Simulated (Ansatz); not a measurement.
# TiGe4: the cost of one run

Computed with Ansatz 0.2.0 (DFT PBE, scalar-relativistic, plane waves, PAW, unless a step's input says otherwise).

1 further run of the same task is left out (it didn't finish). Runs told in other sessions of the task aren't counted.

**1. The starting structure**

Symmetry: I4/mmm, No. 139, tetragonal system. The conventional cell has a = 4.183 Å, b = 4.183 Å, c = 10.080 Å, α = 90.00°, β = 90.00°, γ = 90.00°. Ti (site symmetry 4/mmm) has 16 Ge at 3.18 to 3.27 Å in its first shell of neighbours. Around Ge (site symmetry 4mm) lie 5 Ge at 2.36 to 2.48 Å. Ge (site symmetry -4m2) has 4 Ge at 2.48 Å in its first shell of neighbours.

As a file:

```cif
data_structure
_symmetry_space_group_name_H-M 'I4/mmm'
_symmetry_Int_Tables_number 139
_cell_length_a 4.1831
_cell_length_b 4.1831
_cell_length_c 10.0798
_cell_angle_alpha 90.000
_cell_angle_beta 90.000
_cell_angle_gamma 90.000
_cell_volume 176.38
loop_
_atom_site_label
_atom_site_type_symbol
_atom_site_symmetry_multiplicity
_atom_site_Wyckoff_symbol
_atom_site_fract_x
_atom_site_fract_y
_atom_site_fract_z
_atom_site_occupancy
Ti1 Ti 2 a 0.00000 0.00000 0.00000 1
Ge1 Ge 4 e 0.50000 0.50000 0.11705 1
Ge2 Ge 4 d 0.00000 0.50000 0.25000 1
```

A structure generator made this guess: species swapped into a database cell of EuGa4 (I4/mmm, No. 139), with Ti on the Eu sites and Ge on the Ga sites. Lengths come from tabulated atomic sizes and are only a guess.

**2. Probe: one point on a coarse mesh**

input.yaml

```yaml
crystal:
  lattice:
    - [-2.09155427, 2.09155427, 5.03991135]
    - [2.09155427, -2.09155427, 5.03991135]
    - [2.09155427, 2.09155427, -5.03991135]
  atoms:
    - { symbol: Ti, position: [0.0, 0.0, 0.0] }
    - { symbol: Ge, position: [0.61704516, 0.61704516, 0.0] }
    - { symbol: Ge, position: [0.75, 0.25, 0.5] }
    - { symbol: Ge, position: [0.25, 0.75, 0.5] }
    - { symbol: Ge, position: [0.38295484, 0.38295484, 0.0] }
basis:
  ecutwfc: 420
kpoints:
  mp_grid: { grid: [6, 6, 6] }
hamiltonian:
  xc: pbe
scf:
  occupations: { method: gaussian, width: 0.1 }
  lower_state_search: "off"
output:
  forces: true
  stress: true
  eigenvalues: true
```

Run with:

```bash
$ ansatz run input.yaml --threads 1 --pin off --max-ram 2560MiB --backend cpu --events-out ev --progress --plain --runs-dir out
```

**Question.** How long does this run take on 1 thread of Intel Xeon at 2.50GHz (Skylake/Cascade Lake), shared host, and how much memory does it need?

About 14 s, with a peak of 0.44 GiB.
